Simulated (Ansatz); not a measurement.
# Ni: a line through an energy map

An exercise on one series of results from a longer session: the logs are not shown, and one member is left open.

Method: DFT LDA, scalar-relativistic, plane waves, PAW, in Ansatz 0.2.0.

28 further runs of the same task are left out: 28 set aside as unsound or not needed.

## The starting structure

The structure is cubic, space group Fm-3m (No. 225). Conventional cell: a = 3.424 Å, b = 3.424 Å, c = 3.424 Å, α = 90.00°, β = 90.00°, γ = 90.00°. Around Ni (site symmetry m-3m) lie 12 Ni at 2.42 Å.

Structure file:

```cif
data_structure
_symmetry_space_group_name_H-M 'P 1'
_symmetry_Int_Tables_number 1
_cell_length_a 2.4211
_cell_length_b 2.4211
_cell_length_c 2.4211
_cell_angle_alpha 60.000
_cell_angle_beta 60.000
_cell_angle_gamma 60.000
_cell_volume 10.04
loop_
_atom_site_label
_atom_site_type_symbol
_atom_site_fract_x
_atom_site_fract_y
_atom_site_fract_z
_atom_site_occupancy
Ni1 Ni 0.00000 0.00000 0.00000 1
```

It is the result of an earlier relaxation at this level (volume 10.04 Å³/atom; gap on the mesh: none (metal), site moments up to 0.6 μB).

## Plan of the line

The energy is mapped over volume and a fixed ferromagnetic moment.

The axes are (1) volume per atom: 7 values from 8.23 to 11.84 Å³; (2) total spin moment of the cell, held fixed: 9 values from 0.000 to 1.000 μB.

Nothing else is relaxed (shape and fractional coordinates fixed). Points are written as (first, second).

The first run:

Contents of input.yaml:

```yaml
crystal:
  lattice:
    - [0.0, 1.6024052366, 1.6024052366]
    - [1.6024052366, 0.0, 1.6024052366]
    - [1.6024052366, 1.6024052366, 0.0]
  atoms:
    - { symbol: Ni, position: [0.0, 0.0, 0.0], spin: 0.75 }
basis:
  ecutwfc: 520.0
kpoints:
  mp_grid: { grid: [24, 24, 24] }
hamiltonian:
  xc: lda
scf:
  occupations: { method: gaussian, width: 0.15 }
  lower_state_search: "off"
output:
  forces: true
  stress: true
  eigenvalues: true
  populations: true
magnetization:
  spin_polarized: true
  initial_magnetization: 0.75
  spin_locking: { lock_magnetization: hard }
```

On the command line:

```
$ ansatz run input.yaml --threads 1 --pin off --max-ram 2048MiB --backend cpu --events-out ev --progress --plain --runs-dir out
```

Steps of the session up to this table: Grid point (8.23 Å³, 0.750 μB); The run at (8.83 Å³, 0.750 μB); Grid point (9.43 Å³, 0.750 μB); The run at (10.04 Å³, 0.750 μB); Grid point (10.64 Å³, 0.750 μB); Point (11.84 Å³, 0.750 μB).

One of the session's tables, all rows but one given; the rest of the session is left out.

It belongs to the step «The line in numbers». 

| volume per atom (Å³) | energy (meV/atom) | pressure (GPa) | absolute magnetic moment (μB per cell) |
| --- | --- | --- | --- |
| 8.23 | 398 | 84 | 0.773 |
| 8.83 | 158 | 46 | 0.780 |
| 9.43 | ? | ? | ? |
| 10.04 | 0 | 1 | 0.793 |
| 10.64 | 22 | −12 | 0.800 |
| 11.24 | 85 | −21 | 0.806 |
| 11.84 | 178 | −28 | 0.813 |

Q: Estimate the row for volume per atom (Å³) = 9.43 from the others.

Worked estimate for «energy (meV/atom)». A straight line through the neighbours (8.83, 158) and (10.04, 0) gives 158 + (0 − 158) × (9.43 − 8.83) / (10.04 − 8.83) = 80; a parabola fitted to 4 rows on both sides gives 36.

As computed: energy (meV/atom): 37; pressure (GPa): 20; absolute magnetic moment (μB per cell): 0.787. In «energy (meV/atom)» the line misses by +43 and the parabola by -1.

Energies count from the lowest point of the line. Rows without a step come from runs not printed here or follow by symmetry.

In words: Along the line the energy is lowest at 10.04 Å³. Three points round the minimum, joined by a parabola, put the minimum at 10.114 Å³, with a curvature of about 160 meV/atom per (Å³)². The well is lopsided: two grid steps out, the energy rises by 158 meV/atom towards smaller values and 85 meV/atom towards larger ones. The highest point computed, at 8.23 Å³, lies 398 meV/atom above the lowest.

Limits of these values: Warnings in the runs' records: stress scf threshold loose.
